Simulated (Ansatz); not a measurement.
This script makes a comparison of functionals at one structure of Ge, space group P6_3/mmc with Ansatz 0.2.0 through its Python package.

`xc_ge.py`:
```python
'''Functional comparison for Ge (totals differ with the potentials too).'''

import csv

import ansatz

params = {
    'occupations': 'Marzari-Vanderbilt',
    'sigma': 0.1,
    'k_length': 22,
}

system = (
    ansatz.Lattice.of((3.997586, 0.0, 0.0), (-1.998793, 3.462011, 0.0), (0.0, 0.0, 6.599378))
    .atom('Ge', (2 / 3, 1 / 3, 0.062901))
    .atom('Ge', (1 / 3, 2 / 3, 0.562901))
    .atom('Ge', (2 / 3, 1 / 3, 0.437099))
    .atom('Ge', (1 / 3, 2 / 3, 0.937099))
)

base = system.calculation()
base = base.occupations(params['occupations'], width=params['sigma'])
base = base.kpoints(length=params['k_length'])
base = base.forces()
base = base.stress()

rows = []
for value in ['pbesol', 'blyp', 'lda']:
    summary = base.functional(value).run().report
    rows.append((value, summary['free_energy_ev'] / len(summary['lattice']['sites']), summary['n_iterations'], sum(summary['stress_gpa'][i][i] for i in range(3)) / 3, max(abs(f) for row in summary['forces_ev_ang'] for f in row), summary['n_kpoints']))

with open('xc.csv', 'w', newline='') as handle:
    writer = csv.writer(handle)
    writer.writerow(['functional', 'F/atom (eV)', 'iterations', 'P (GPa)', 'max component (eV/A)', 'k-points'])
    writer.writerows([round(v, 5) if isinstance(v, float) else v for v in row] for row in rows)
print(open('xc.csv').read())
```

Which functional puts this cell under the lowest pressure, and which under the highest?

From lowest to highest: LDA (-1.8 GPa), PBEsol (0.1 GPa) and BLYP (6.8 GPa). At a fixed cell a lower pressure usually means a smaller equilibrium volume, so LDA prefers the smallest cell and BLYP the largest.

The run itself:

```console
$ python xc_ge.py
DeckWarning: basis.ecutwfc = 420 eV, auto-derived from the records' recommended cutoffs: set by Ge (normal level)
RunWarning: on these k-points the computed levels leave a gap of 0.1697 eV at the electron count, 1.7 widths of the cold smearing (0.1000 eV); against the step filling of these same bands (every [...]
functional,F/atom (eV),iterations,P (GPa),max component (eV/A),k-points
pbesol,-4253.46701,7,0.12311,0.02702,14
blyp,-4305.14118,8,6.76512,0.0507,14
lda,-4215.68594,11,-1.77107,0.01814,14
```
(Warnings from the package without file and line, shortened, repeats left out.)

Cold and Methfessel-Paxton smearing aren't meant for a gap as narrow as their width. Pressure is positive in compression. This isn't the structure that Ge takes at ambient conditions. Total energies of different functionals can't be compared; pressures, moments and gaps at this one structure can. Finished in 9.1 s on 1 thread of Arm Neoverse V1, with other jobs on the host, peak memory 0.39 GiB.
